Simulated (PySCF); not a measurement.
# C7H10BO2: the cost of one run

Computed with PySCF 2.14.0 and routines of our own; the level stands in each step. Atoms count from 0.

## 1. The starting structure

20 atoms, charge -1, multiplicity 1; geometry from: GFN2-xTB.

## 2. Geometry optimisation at PBE0-D3(BJ)/def2-SVP

The job: settings as JSON, then the geometry in Å.

```
{"job": {"xc": "PBE0", "basis": "def2-SVP", "d3": "d3bj", "grid": 2, "kind": "geom"}, "charge": -1, "multiplicity": 1}
C     -1.724015    -2.172022    -0.901387
B     -1.758207    -0.617683    -0.437913
C     -2.735639    -0.229959     0.797415
C     -0.638436     0.321892    -0.854180
O     -1.705111     0.427213    -1.606868
C      0.548931     0.998896    -0.942913
C      1.599131     0.769402    -0.055204
C      2.817935     1.405974    -0.087342
C      3.861586     1.150315     0.830278
O      3.873011     0.365196     1.775584
H     -1.294252    -2.802867    -0.122959
H     -2.721586    -2.560107    -1.111025
H     -1.125226    -2.316530    -1.800217
H     -3.762887    -0.552953     0.623698
H     -2.760254     0.844280     0.978656
H     -2.404350    -0.705503     1.720687
H      0.689444     1.741178    -1.727081
H      1.445986     0.030693     0.721873
H      3.008459     2.150003    -0.852421
H      4.780331     1.763262     0.638586
```

Command:

```sh
$ OMP_NUM_THREADS=1 python excited_run.py task.json out
```

The driver reads the jobs from task.json and runs them one after another.

Q: Estimate the wall time and peak memory of this first job on 1 thread of AMD EPYC 9R14, shared host.

About 83 s, with a peak of 0.87 GiB.
